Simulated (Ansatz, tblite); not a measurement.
# GeMeF3 (CH₃F₃Ge): one state, many levels

How do method and basis change the picture of GeMeF3 (CH₃F₃Ge) (singlet)?

Program: Ansatz 0.2.0, Gaussian basis. Level of theory: as each input shows. These are calculated values, not measurements.

Levels to be run: GFN1-xTB, GFN2-xTB, PBE-D4/def2-TZVP, r2SCAN-D4/def2-TZVP, HF/def2-TZVP, r2SCANh-D4/def2-TZVP, LC-ωPBE/def2-TZVP, BLYP-D4/def2-TZVP, ωB97M-V/def2-TZVP, r2SCAN0-D4/def2-TZVP, BHLYP-D4/def2-TZVP, PBE-D4/def2-SVP, PBE0-D4/def2-SVP, HF/STO-3G, PBE0-D4/def2-TZVPD, PBE-D4/def2-TZVPD, r2SCAN-D4/def2-TZVPD, CCSD(T)/def2-TZVP, RPA/def2-TZVP.

## Step 1: The geometry

The geometry is that of the singlet, from an earlier relaxation (PBE0-D4/def2-SVP).

8 atoms, charge 0, spin multiplicity 1.

Bond lengths: Ge1–C2 1.909 Å, Ge1–F6 1.718 Å, Ge1–F7 1.718 Å, Ge1–F8 1.718 Å, C2–H3 1.098 Å, C2–H4 1.098 Å, C2–H5 1.098 Å. Angles: C2–Ge1–F6 113.3°, C2–Ge1–F7 113.3°, C2–Ge1–F8 113.3°, F6–Ge1–F7 105.4°, F6–Ge1–F8 105.4°, F7–Ge1–F8 105.4°, Ge1–C2–H3 109.3°, Ge1–C2–H4 109.3°, Ge1–C2–H5 109.3°, H3–C2–H4 109.6°, H3–C2–H5 109.6°, H4–C2–H5 109.6°.

PBE0-D4/def2-TZVP was run before; its log isn't repeated, and its numbers join the tables.

## Step 2: GFN1-xTB

Tight binding, by tblite at 300 K electronic temperature and without a spin-polarisation term:

```python
tblite.interface.Calculator('GFN1-xTB', numbers, positions, charge=0, uhf=0).singlepoint()
```

Energy -568.2528 eV, HOMO -13.35 eV, LUMO -6.28 eV; 0.005 s.

## Step 3: GFN2-xTB

Tight binding, by tblite at 300 K electronic temperature and without a spin-polarisation term:

```python
tblite.interface.Calculator('GFN2-xTB', numbers, positions, charge=0, uhf=0).singlepoint()
```

Energy -542.0227 eV, HOMO -13.33 eV, LUMO -5.13 eV; 0.003 s.

## Step 4: PBE-D4/def2-TZVP

start.molden holds the orbitals of an earlier run on this state, given as this run's starting guess.

in.yaml

```yaml
crystal:
  periodic: [false, false, false]
  atoms:
    - {symbol: Ge, position_ang: [-0.001657, 0.002593, -0.836382]}
    - {symbol: C, position_ang: [0.002165, -0.003335, 1.072867]}
    - {symbol: H, position_ang: [-1.032132, 0.047221, 1.438856]}
    - {symbol: H, position_ang: [0.565146, 0.866047, 1.438242]}
    - {symbol: H, position_ang: [0.475631, -0.926652, 1.432849]}
    - {symbol: F, position_ang: [1.575122, -0.022422, -1.518832]}
    - {symbol: F, position_ang: [-0.768647, 1.385039, -1.509573]}
    - {symbol: F, position_ang: [-0.815638, -1.348489, -1.518017]}
basis:
  gaussian: {orbitals: def2-TZVP, initial_orbitals: start.molden}
hamiltonian: {xc: pbe, dispersion: d4}
scf: {omitted_lower_state_checks: [starts]}
output: {orbitals: {seedname: orbitals}}
```

Run with:

```sh
ansatz run in.yaml --threads 4 --pin off --events-out ev --progress --plain --max-ram 3916MiB
```

After this run come: r2SCAN-D4/def2-TZVP; HF/def2-TZVP; r2SCANh-D4/def2-TZVP; LC-ωPBE/def2-TZVP; BLYP-D4/def2-TZVP; ωB97M-V/def2-TZVP; r2SCAN0-D4/def2-TZVP; BHLYP-D4/def2-TZVP; PBE-D4/def2-SVP; PBE0-D4/def2-SVP; HF/STO-3G; PBE0-D4/def2-TZVPD; PBE-D4/def2-TZVPD; r2SCAN-D4/def2-TZVPD; CCSD(T)/def2-TZVP; RPA/def2-TZVP.

**Question.** What will the summary of the whole plan be? Wanted: gap in def2-TZVP, named functionals and Hartree-Fock, smallest and largest; correlation energy, CCSD(T)/def2-TZVP; binding an atom, CCSD(T)/def2-TZVP; PBE0 total energy, smallest basis above largest.

As calculated:

| quantity | value |
| --- | --- |
| gap in def2-TZVP, named functionals and Hartree-Fock, smallest and largest | 7.55 eV (BLYP-D4), 17.21 eV (HF) |
| correlation energy, CCSD(T)/def2-TZVP | -32.95 eV |
| binding an atom, CCSD(T)/def2-TZVP | 3.855 eV |
| PBE0 total energy, smallest basis above largest | 18.84 eV (def2-SVP, def2-TZVPD) |

In words: Orbital gaps of the named functionals and Hartree-Fock in def2-TZVP span 7.55 eV (BLYP-D4) to 17.21 eV (HF); exact exchange widens it. A small miss in a minimal or small basis is a cancelling of errors, not accuracy. The functionals in def2-TZVP miss CCSD(T)/def2-TZVP by -0.090 (BHLYP-D4) to +0.160 eV (PBE-D4) an atom. The reference is CCSD(T) in one finite basis, so it carries an error of its own, often a tenth of an eV or more, and near misses can't be ranked.
